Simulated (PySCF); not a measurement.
# spiro(3.4)octane (C₈H₁₄): NMR shifts

Wanted: the NMR shifts of spiro(3.4)octane (C₈H₁₄) (`C1CCC2(C1)CCC2`), by calculation.

Computed with PySCF 2.14.0, with density-fitted response routines of our own, on a single molecule in the gas phase. Atoms count from 0, in the outputs and in this text.

### 1 The molecule as given

22 atoms, charge 0, multiplicity 1; geometry from: GFN2-xTB.

Bonds of the start (Å): C0–C1 1.52, C1–C2 1.53, C2–C3 1.54, C3–C4 1.54, C3–C5 1.54, C5–C6 1.53, C6–C7 1.53, C4–C0 1.53, C7–C3 1.54, C0–H8 1.09, C0–H9 1.09, C1–H10 1.09, C1–H11 1.09, C2–H12 1.09, C2–H13 1.09, C4–H14 1.09, C4–H15 1.09, C5–H16 1.09, C5–H17 1.09, C6–H18 1.09, C6–H19 1.09, C7–H20 1.09, C7–H21 1.09.

### 2 Shielding tensors: PBE0/pcSseg-1

What the job is given:

```
{"job": {"kind": "nmr", "xc": "PBE0", "basis": "pcSseg-1"}, "charge": 0, "multiplicity": 1}
C     -2.157139    -0.399950     0.098182
C     -1.849233     0.944904    -0.550337
C     -0.398953     0.777590    -0.999434
C      0.272568    -0.089939     0.078779
C     -0.884149    -0.695285     0.890860
C      1.347472    -1.054634    -0.467929
C      2.445561    -0.147291     0.100970
C      1.377859     0.622081     0.889041
H     -2.304449    -1.157277    -0.673670
H     -3.045143    -0.374079     0.728779
H     -2.518128     1.180813    -1.377348
H     -1.924380     1.740184     0.193289
H     -0.375667     0.253261    -1.956931
H      0.106084     1.734065    -1.128811
H     -0.938500    -0.203686     1.864340
H     -0.745387    -1.762366     1.062407
H      1.354970    -1.193740    -1.547771
H      1.319275    -2.031878     0.011025
H      2.929691     0.459454    -0.661098
H      3.210514    -0.641819     0.695639
H      1.405736     1.707164     0.805577
H      1.360986     0.351815     1.943590
```

Method: GIAO PBE0/pcSseg-1 NMR shielding, non-relativistic, gas phase.

What will the session give for the following? ¹³C shifts against TMS (PBE0/pcSseg-1, means over atoms taken as alike); ¹H shifts against TMS (PBE0/pcSseg-1, means over atoms taken as alike). Wanted: ¹³C shifts against TMS; ¹H shifts against TMS.

As calculated:

```
                                                               quantity                             value
¹³C shifts against TMS (PBE0/pcSseg-1, means over atoms taken as alike)  49.0, 42.7, 39.7, 31.7, 15.2 ppm
 ¹H shifts against TMS (PBE0/pcSseg-1, means over atoms taken as alike)        2.01, 1.91, 1.80, 1.54 ppm
```

At PBE0/pcSseg-1: The widest tensor belongs to C2, C4: span 58 ppm, with a paramagnetic part of -107 ppm.
